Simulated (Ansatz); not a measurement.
This script drives Ansatz's Python interface.

Script `lattice.py`:
```python
'''Relaxed cell of TiB2 under several functionals.'''

import ansatz as az
import numpy as np

def edges_and_angles(cell):
    cell = np.asarray(cell)
    a, b, c = np.linalg.norm(cell, axis=1)
    cosines = cell[1] @ cell[2] / (b * c), cell[0] @ cell[2] / (a * c), cell[0] @ cell[1] / (a * b)
    return (a, b, c, *np.degrees(np.arccos(cosines)))

vectors = np.array([
    [3.0292, 0.0, 0.0],
    [-1.5146, 2.62336415, 0.0],
    [0.0, 0.0, 3.2284],
])
xtal = (
    az.Lattice.of(vectors)
    .atom('Ti', (0.0, 0.0, 0.0))
    .atom('B', (1 / 3, 2 / 3, 0.5))
    .atom('B', (2 / 3, 1 / 3, 0.5))
)

calc = xtal.calculation()
calc = calc.kpoints(13, 13, 10).occupations('fermi_dirac', width=0.15)
calc = calc.relax(cell=True, force_tolerance=0.03)

levels = [('lda', 'none'), ('r2scan', 'none'), ('pbe', 'none')]
print('level            a       b       c    alpha   beta  gamma  V/atom  steps')
for name, dispersion in levels:
    seen = []
    run = calc.functional(name, dispersion=dispersion).session().plan()
    out = run.execute(on_event=lambda e: seen.append(e) if e['event'] == 'relax_step' else None)
    cell = out.lattice.cell_ang
    label = name if dispersion == 'none' else f'{name}+{dispersion}'
    print('{:13s} {:7.4f} {:7.4f} {:7.4f} {:6.2f} {:6.2f} {:6.2f}'.format(label, *edges_and_angles(cell)), f'{abs(np.linalg.det(cell)) / len(out.lattice.sites):7.3f} {len(seen):5d}')
```

It is started by `python lattice.py`. How long does it take on 1 thread of Intel(R) Xeon(R) Processor @ 2.30GHz, with other jobs on the host, and how much memory does it need?

It took about 41 s, with a peak of 0.64 GiB, for 3 runs of the engine.

```console
$ python lattice.py
level            a       b       c    alpha   beta  gamma  V/atom  steps
DeckWarning: basis.ecutwfc = 420 eV, auto-derived from the records' recommended cutoffs: set by Ti (normal level)
lda            2.9944  2.9944  3.1596  90.00  90.00 120.00   8.178     7
DeckWarning: basis.ecutwfc = 500 eV, auto-derived from the records' recommended cutoffs: set by Ti (their level for a meta-GGA)
r2scan         3.0251  3.0251  3.2230  90.00  90.00 120.00   8.514     4
pbe            3.0327  3.0327  3.2242  90.00  90.00 120.00   8.560     5
```
(Warnings from the package without file and line.)

From smallest to largest: LDA (8.18 Å³ an atom, -4.4 % against the start), r2SCAN (8.51 Å³ an atom, -0.4 % against the start) and PBE (8.56 Å³ an atom, +0.1 % against the start). The spread is 4.7 % in volume.

Forces vanish by symmetry, so the ions can't move, and the end may be a saddle. The structure is a deposited one; some such entries were measured under pressure or heat, so a shift against it needn't be the functional's error alone.
